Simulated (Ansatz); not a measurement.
# CH₄FNOSi: up Jacob's ladder to CCSD(T)

The task here is to estimate one member of a computed series from the others.

Method: functionals in def2-TZVPP, the program's frozen cores in correlated methods; program: Ansatz 0.2.0, Gaussian basis.

Levels to be run: LDA (SPW92), PBE-D4, revPBE-D4, BLYP-D4, r2SCAN-D4, B97M-V, PBE0-D4, B3LYP-D4, r2SCANh-D4, r2SCAN0-D4, HSE06-D4, BHLYP-D4, CAM-B3LYP-D4, LC-ωPBE, ωB97X-V, ωB97M-V, B2PLYP, PBE-QIDH; CCSD(T)/def2-SVP; CCSD(T)/def2-TZVPP; MP2/def2-QZVPP; extrapolation to the limit; RPA on PBE.

## The geometry

All runs share one geometry, relaxed beforehand with PBE0-D4 in a triple-zeta def2 set.

9 atoms, charge 0, spin multiplicity 1.

Atoms are counted from 1 here; the program's logs count them from 0.

Bond lengths: N1–C2 1.326 Å, N1–H6 1.007 Å, N1–H7 1.004 Å, C2–O3 1.264 Å, C2–H8 1.090 Å, O3–Si4 1.893 Å, Si4–F5 1.639 Å, Si4–H9 1.565 Å. Angles: C2–N1–H6 119.2°, C2–N1–H7 120.9°, H6–N1–H7 119.2°, N1–C2–O3 121.1°, N1–C2–H8 116.9°, O3–C2–H8 121.6°, C2–O3–Si4 104.7°, O3–Si4–F5 95.8°, O3–Si4–H9 87.5°, F5–Si4–H9 96.9°.

Set-up of the first run:

The input, in.yaml:

```yaml
crystal:
  periodic: [false, false, false]
  atoms:
    - {symbol: N, position_ang: [0.261072, 0.594996, 1.465008]}
    - {symbol: C, position_ang: [-0.182192, -0.155210, 0.465318]}
    - {symbol: O, position_ang: [0.540905, -1.057853, -0.045436]}
    - {symbol: Si, position_ang: [0.597909, -0.640236, -1.890413]}
    - {symbol: F, position_ang: [-0.823273, -1.365454, -2.267465]}
    - {symbol: H, position_ang: [1.226571, 0.523349, 1.742566]}
    - {symbol: H, position_ang: [-0.305211, 1.330566, 1.848159]}
    - {symbol: H, position_ang: [-1.229267, -0.035998, 0.186992]}
    - {symbol: H, position_ang: [0.001886, 0.759438, -1.521727]}
basis:
  gaussian: {orbitals: def2-TZVPP}
hamiltonian: {xc: lda}
output: {orbitals: {seedname: orbitals}}
```

Run with:

```bash
$ ansatz run in.yaml --threads 2 --pin off --events-out ev --progress --plain --max-ram 4352MiB
```

Steps of the session up to this table: LDA; PBE-D4 (GGA); revPBE-D4 (GGA); BLYP-D4 (GGA); r2SCAN-D4 (meta-GGA); B97M-V (meta-GGA); PBE0-D4 (hybrid); B3LYP-D4 (hybrid); r2SCANh-D4 (hybrid); r2SCAN0-D4 (hybrid); HSE06-D4 (hybrid); BHLYP-D4 (hybrid); CAM-B3LYP-D4 (range-separated); LC-ωPBE (range-separated); ωB97X-V (range-separated); ωB97M-V (range-separated); B2PLYP (double hybrid); PBE-QIDH (double hybrid).

One table of the session follows, with a row left open; its other results are not shown here.

It belongs to the step «Frontier levels by functional». 

```
  functional  HOMO (eV)  gap (eV)
 LDA (SPW92)      -4.77      2.60
      PBE-D4      -4.63      2.67
   revPBE-D4      -4.57      2.69
     BLYP-D4      -4.51      2.65
   r2SCAN-D4      -4.77      2.95
      B97M-V      -4.81      3.06
     PBE0-D4      -5.54      4.43
    B3LYP-D4      -5.40      4.06
  r2SCANh-D4      -5.11      3.62
  r2SCAN0-D4      -5.64      4.63
    HSE06-D4      -5.16      3.68
    BHLYP-D4          ?         ?
CAM-B3LYP-D4      -6.72      6.64
     LC-ωPBE      -7.87      8.89
     ωB97X-V      -7.59      8.59
     ωB97M-V      -7.46      8.40
```

Estimate the missing values for BHLYP-D4.

Worked estimate for «HOMO (eV)». Against the share of exact exchange, BLYP-D4 (0, -4.51), B3LYP-D4 (0.2, -5.40) give a slope of -4.45 per unit share; at 0.5 the line stands at -6.73.

The run gave: HOMO (eV): -6.38; gap (eV): 6.29. In «HOMO (eV)» the line misses by -0.35.
